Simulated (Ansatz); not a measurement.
# CdP: the cost of one run

Method: DFT PBE, scalar-relativistic, plane waves, PAW, in Ansatz 0.2.0.

## Step 1: The system as given

Symmetry: P-6m2, No. 187, hexagonal system. The conventional cell has a = 3.208 Å, b = 3.208 Å, c = 4.810 Å, α = 90.00°, β = 90.00°, γ = 120.00°. Around Cd (site symmetry -6m2) lie 6 P at 3.04 Å and 6 Cd at 3.21 Å. P (site symmetry -6m2) is surrounded by 6 Cd at 3.04 Å.

Coordinates:

```xyz
2
Lattice="3.2080 0.0000 0.0000 -1.6040 2.7782 0.0000 0.0000 0.0000 4.8103" Properties=species:S:1:pos:R:3 pbc="T T T"
Cd    1.6040    0.9261    0.0000
P     0.0000    0.0000    2.4051
```

This is candidate A: LiPd type (P-6m2, No. 187).

(A quick probe on a coarse mesh, which set the mesh and smearing, is not shown.)

## Step 3: A loose first relaxation (candidate A)

input.yaml

```yaml
crystal:
  lattice:
    - [3.2080240306, 0.0, 0.0]
    - [-1.6040120153, 2.7782303065, 0.0]
    - [0.0, 0.0, 4.8102986909]
  atoms:
    - { symbol: Cd, position: [0.6666666667, 0.3333333333, 0.0] }
    - { symbol: P, position: [0.0, 0.0, 0.5] }
basis:
  ecutwfc: 420
kpoints:
  mp_grid: { grid: [6, 6, 4] }
hamiltonian:
  xc: pbe
scf:
  occupations: { method: gaussian, width: 0.1 }
  lower_state_search: "off"
output:
  forces: true
  stress: true
  eigenvalues: true
relax:
  adjacent_minimum: "off"
  f_tol: 0.04
  max_steps: 70
  cell: { stress_tol: 0.4 }
```

Launch:

```
$ ansatz run input.yaml --threads 1 --pin off --max-ram 2560MiB --backend cpu --events-out ev --progress --plain --runs-dir out
```

Q: Estimate wall time and peak memory on 1 thread of Intel Xeon Platinum 8488C (Sapphire Rapids), shared host.

About 8.7 s, with a peak of 0.35 GiB.
